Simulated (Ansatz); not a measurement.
# CuH4: the cost of one run

Computed with Ansatz 0.2.0 (DFT PBE, scalar-relativistic, plane waves, PAW, unless a step's input says otherwise).

1 further run of the same task is left out (it didn't finish).

## Step 1: The starting structure

Symmetry: Cmmm, No. 65, orthorhombic system. Conventional cell: a = 5.954 Å, b = 8.878 Å, c = 2.404 Å, α = 90.00°, β = 90.00°, γ = 90.00°. Cu (site symmetry mmm) has 4 H at 1.63 Å as nearest neighbours. Around H (site symmetry 2mm) lie 1 H at 0.75 Å. H (site symmetry m2m) is surrounded by 2 Cu at 1.63 Å.

Coordinates:

```cif
data_structure
_symmetry_space_group_name_H-M 'Cmmm'
_symmetry_Int_Tables_number 65
_cell_length_a 5.9538
_cell_length_b 8.8778
_cell_length_c 2.4041
_cell_angle_alpha 90.000
_cell_angle_beta 90.000
_cell_angle_gamma 90.000
_cell_volume 127.07
loop_
_atom_site_label
_atom_site_type_symbol
_atom_site_symmetry_multiplicity
_atom_site_Wyckoff_symbol
_atom_site_fract_x
_atom_site_fract_y
_atom_site_fract_z
_atom_site_occupancy
Cu1 Cu 2 a 0.00000 0.00000 0.00000 1
H1 H 4 g 0.56307 0.00000 0.00000 1
H2 H 4 j 0.50000 0.37636 0.50000 1
```

The cell was relaxed beforehand at this level, from a generated guess; it needn't be the stable form of this composition. At a tolerance of 0.05 Å it has space group Cmmm (No. 65); it has 12.71 Å³/atom, an uncorrected energy of +0.20 eV/atom over the elements.

## Step 2: Electronic structure at the relaxed geometry

The input, input.yaml:

```yaml
crystal:
  lattice:
    - [2.9768825237, -4.4388911903, 0.0]
    - [2.9768825237, 4.4388911903, 0.0]
    - [0.0, 0.0, 2.4041448011]
  atoms:
    - { symbol: Cu, position: [0.0, 0.0, 0.0] }
    - { symbol: H, position: [0.5630734617, 0.5630734617, 0.0] }
    - { symbol: H, position: [0.4369265383, 0.4369265383, 0.0] }
    - { symbol: H, position: [0.1236435142, 0.8763564858, 0.5] }
    - { symbol: H, position: [0.8763564858, 0.1236435142, 0.5] }
basis:
  ecutwfc: 420
kpoints:
  mp_grid: { grid: [8, 8, 16] }
  band_path:
    path:
      - [[0.0, 0.0, 0.0], [-0.5, 0.5, 0.0], [-0.36243833, 0.63756167, 0.0]]
      - [[0.36243833, 0.36243833, 0.0], [0.0, 0.0, 0.0], [0.0, 0.0, 0.5], [0.36243833, 0.36243833, 0.5]]
      - [[-0.36243833, 0.63756167, 0.5], [-0.5, 0.5, 0.5], [-0.5, 0.5, 0.0]]
      - [[0.0, 0.0, 0.0], [0.0, 0.5, 0.0], [0.0, 0.5, 0.5], [0.0, 0.0, 0.5], [-0.5, 0.5, 0.5]]
    npoints: 14
hamiltonian:
  xc: pbe
scf:
  occupations: { method: gaussian, width: 0.1 }
  n_extra_bands: 12
output:
  forces: true
  stress: true
  eigenvalues: true
  populations: true
  dos: { projected: true, de: 0.02, nscf_kmesh: { grid: [10, 10, 20] } }
  bader: true
  write_density: true
  write_potential: true
  elf: true
  volumetric_format: npy
```

Started as:

```sh
$ ansatz run input.yaml --threads 1 --pin off --max-ram 2048MiB --backend cpu --events-out ev --progress --plain --runs-dir out
```

Q: Estimate wall time and peak memory on 1 thread of Intel Xeon 6975P-C (Granite Rapids), shared host.

About 42 s, with a peak of 0.64 GiB.
